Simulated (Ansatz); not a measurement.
# HfC, space group Fm-3m: relaxations under a series of pressures

Computed with Ansatz 0.2.0 through its Python package.

Notebook, run cell by cell (the value of a cell's last expression is shown):

**Cell 1**
```python
import ansatz as az
import numpy as np
from pymatgen.core import Lattice, Structure
from pymatgen.io.ase import AseAtomsAdaptor
```

**Cell 2**
```python
def edges_and_angles(cell):
    cell = np.asarray(cell)
    a, b, c = np.linalg.norm(cell, axis=1)
    cosines = cell[1] @ cell[2] / (b * c), cell[0] @ cell[2] / (a * c), cell[0] @ cell[1] / (a * b)
    return (a, b, c, *np.degrees(np.arccos(cosines)))
```

**Cell 3**
```python
pmg_structure = Structure(
    Lattice([(0.0, 2.325, 2.325), (2.325, 0.0, 2.325), (2.325, 2.325, 0.0)]),
    ["Hf", "C"],
    [
        (0.5, 0.5, 0.5),
        (0.0, 0.0, 0.0),
    ],
)
xtal = az.Crystal.from_ase(AseAtomsAdaptor.get_atoms(pmg_structure))

xtal.resolved().tree()["lattice"]
```
Output:
```text
((0.0, 2.325, 2.325), (2.325, 0.0, 2.325), (2.325, 2.325, 0.0))
```

**Cell 4**
```python
model = (
    xtal.calculation()
    .basis(450)
    .functional("lda")
    .pseudopotentials("paw")
    .occupations(az.OccupationsMethod.COLD)
    .kpoints(12, 12, 12)
)
```

**Cell 5**
```python
rows = []
for pressure in [0, 10, 20, 30, 40]:
    res = model.relax(cell=True, pressure=pressure, force_tolerance=0.03).run(threads=1)
    cell = res.lattice.cell_ang
    n_atoms = len(res.lattice.sites)
    volume = abs(np.linalg.det(cell)) / n_atoms
    enthalpy = res.report["free_energy_ev"] / n_atoms + pressure * volume / 160.21766
    rows.append((pressure, volume, enthalpy, *edges_and_angles(cell)))
    print(f"{pressure} GPa done: {volume:.4f} A^3/atom")

print(" P (GPa)  V (A^3/atom)  H (eV/atom)     a       b       c")
for row in rows:
    print("{:8.1f} {:12.4f} {:14.5f} {:7.4f} {:7.4f} {:7.4f}".format(*row[:6]))
p, v = np.array([row[0] for row in rows], float), np.array([row[1] for row in rows])
print("mean bulk modulus between rows (GPa):", np.round(-np.diff(p) / np.diff(np.log(v)), 1))
```
Output:
```text
0 GPa done: 11.9544 A^3/atom
10 GPa done: 11.5352 A^3/atom
20 GPa done: 11.1772 A^3/atom
30 GPa done: 10.8659 A^3/atom
40 GPa done: 10.5914 A^3/atom
 P (GPa)  V (A^3/atom)  H (eV/atom)     a       b       c
     0.0      11.9544    -7860.94017  3.2336  3.2336  3.2336
    10.0      11.5352    -7860.20749  3.1954  3.1954  3.1954
    20.0      11.1772    -7859.49897  3.1620  3.1620  3.1620
    30.0      10.8659    -7858.81126  3.1324  3.1324  3.1324
    40.0      10.5914    -7858.14181  3.1058  3.1058  3.1058
mean bulk modulus between rows (GPa): [280.2 317.2 354.  390.8]
```

The volume falls from 11.95 Å³ an atom at 0 GPa to 10.59 at 40 GPa, by 11.4 %. Between 0 and 10 GPa, -V dP/dV is about 280 GPa, a mean over that step.

What to keep in mind:
- Total energies depend on the potentials; only differences at equal settings carry meaning.
- Spin is left out of this run.
- At a fixed pressure a relaxation lowers the enthalpy F + PV, while F alone can rise.
- Spin-orbit coupling, which matters for elements this heavy, is left out.
- The structure is a deposited one; some such entries were measured under pressure or heat, so a shift against it needn't be the functional's error alone.
- Symmetry holds the cell in this phase, whether or not it is the stable one at each pressure.
- Wall time of the script: 61 s on 1 thread of Arm Neoverse V2, on a shared host, peak memory 0.46 GiB.
